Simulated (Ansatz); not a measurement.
CH₈BPSi, SMILES BP[SiH2]C: vertical spin-state energies, run with Ansatz 0.2.0, Python API.

Script `ch8bpsi.py`:
```python
"""Gap between spin states of CH8BPSi at one geometry."""

import ansatz as az

GEOMETRY = """
B     2.50440    0.45240    0.22560
P     0.86410    0.45230    1.24020
Si   -0.30970   -0.48600   -0.37710
C    -2.12620   -0.37780    0.03600
H     3.08210   -0.56040    0.03760
H     2.91690    1.46010   -0.23180
H     0.50250    1.80970    0.87020
H    -0.05700    0.21590   -1.64440
H     0.07950   -1.89760   -0.50970
H    -2.31990   -0.90760    0.99120
H    -2.71810   -0.84860   -0.77540
H    -2.41860    0.68750    0.13760
"""

geometry = az.Crystal.molecule()
for line in GEOMETRY.strip().splitlines():
    symbol, *xyz = line.split()
    geometry = geometry.atom(symbol, [float(v) for v in xyz])

job = geometry.calculation().basis(gaussian="def2-SVP").functional("b3lyp")
found = {}
for unpaired in [0, 2]:
    r = job.spin("collinear", total=unpaired).run(threads=1).report
    s = unpaired / 2
    found[unpaired] = r["free_energy_ev"]
    print(f"2S+1 = {unpaired + 1}: E = {found[unpaired]:.5f} eV, <S^2> = {abs(r['mean_field']['state']['spin_squared']):.3f} (pure state {s * (s + 1):.2f})")
lowest = min(found, key=found.get)
for unpaired, e in found.items():
    print(f"multiplicity {unpaired + 1}: {96.485332 * (e - found[lowest]):.1f} kJ/mol above the lowest")
```

Which spin state is lowest at this geometry, and how far above lie the others?

In order: multiplicity 1 (+0.00 eV) and multiplicity 3 (+3.81 eV), all at the one geometry.

The output:

```console
$ python ch8bpsi.py
2S+1 = 1: E = -19004.38410 eV, <S^2> = 0.000 (pure state 0.00)
2S+1 = 3: E = -19000.56988 eV, <S^2> = 2.006 (pure state 2.00)
multiplicity 1: 0.0 kJ/mol above the lowest
multiplicity 3: 368.0 kJ/mol above the lowest
```

Notes:
- Total energies depend on the basis set; only differences at equal settings carry meaning.
- The geometry is a force-field or estimated start, not a minimum of this method, and the basis set is short of its limit. All parts are taken at fixed geometry, without zero-point energy.
- b3lyp holds the VWN-RPA fit, as in Gaussian; the form of ORCA and Turbomole is b3lyp5.
- Hardware and time: 18 s on 1 thread of Arm Neoverse V1 (shared host), peak memory 0.34 GiB.

(Lines on the test bed's own set-up are left out of the output.)
